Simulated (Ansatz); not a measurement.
# Al2B3P5: the cost of one run

Method: DFT PBE, scalar-relativistic, plane waves, PAW, in Ansatz 0.2.0.

## (1) The structure to begin with

Symmetry: C2, No. 5, monoclinic system. Conventional cell: a = 11.140 Å, b = 4.982 Å, c = 7.877 Å, α = 90.00°, β = 135.00°, γ = 90.00°. Al (site symmetry 1) is surrounded by 4 P at 2.16 Å. Around B (site symmetry 1) lie 4 P at 2.16 Å. Around B (site symmetry 2) lie 4 P at 2.16 Å. P (site symmetry 1) is surrounded by 2 B at 2.16 Å and 2 Al at 2.16 Å. P (site symmetry 2) is surrounded by 2 Al at 2.16 Å and 2 B at 2.16 Å. Around P (site symmetry 1) lie 3 B at 2.16 Å and 1 Al at 2.16 Å.

Structure file:

```
CELL_PARAMETERS angstrom
5.56994 -2.49095 0.00000
5.56994 2.49095 0.00000
-5.56994 0.00000 5.56994
ATOMIC_POSITIONS crystal
Al 0.40000 0.80000 0.30000
Al 0.20000 0.60000 0.70000
B 0.60000 0.00000 0.90000
B 0.00000 0.40000 0.10000
B 0.80000 0.20000 0.50000
P 0.25000 0.15000 0.60000
P 0.05000 0.95000 0.00000
P 0.85000 0.75000 0.40000
P 0.65000 0.55000 0.80000
P 0.45000 0.35000 0.20000
```

The start is an ordering of an alloy on its end members' structure types: elements ordered on the sites of the AlP type, B/Al on Al (C2, No. 5).

## (2) The guess as it stands, on a coarse mesh

File input.yaml:

```yaml
crystal:
  lattice:
    - [5.5699411, -2.49095339, 0.0]
    - [5.5699411, 2.49095339, 0.0]
    - [-5.5699411, 0.0, 5.5699411]
  atoms:
    - { symbol: Al, position: [0.4, 0.8, 0.3] }
    - { symbol: Al, position: [0.2, 0.6, 0.7] }
    - { symbol: B, position: [0.6, 0.0, 0.9] }
    - { symbol: B, position: [0.0, 0.4, 0.1] }
    - { symbol: B, position: [0.8, 0.2, 0.5] }
    - { symbol: P, position: [0.25, 0.15, 0.6] }
    - { symbol: P, position: [0.05, 0.95, 0.0] }
    - { symbol: P, position: [0.85, 0.75, 0.4] }
    - { symbol: P, position: [0.65, 0.55, 0.8] }
    - { symbol: P, position: [0.45, 0.35, 0.2] }
basis:
  ecutwfc: 420
kpoints:
  mp_grid: { grid: [4, 4, 4] }
hamiltonian:
  xc: pbe
scf:
  occupations: { method: gaussian, width: 0.1 }
  lower_state_search: "off"
output:
  forces: true
  stress: true
  eigenvalues: true
```

On the command line:

```sh
$ ansatz run input.yaml --threads 1 --pin off --max-ram 2560MiB --backend cpu --events-out ev --progress --plain --runs-dir out
```

What time and memory should one allow on 1 thread of Intel Xeon at 2.50GHz (Skylake/Cascade Lake), shared host?

About 23 s, with a peak of 0.43 GiB.
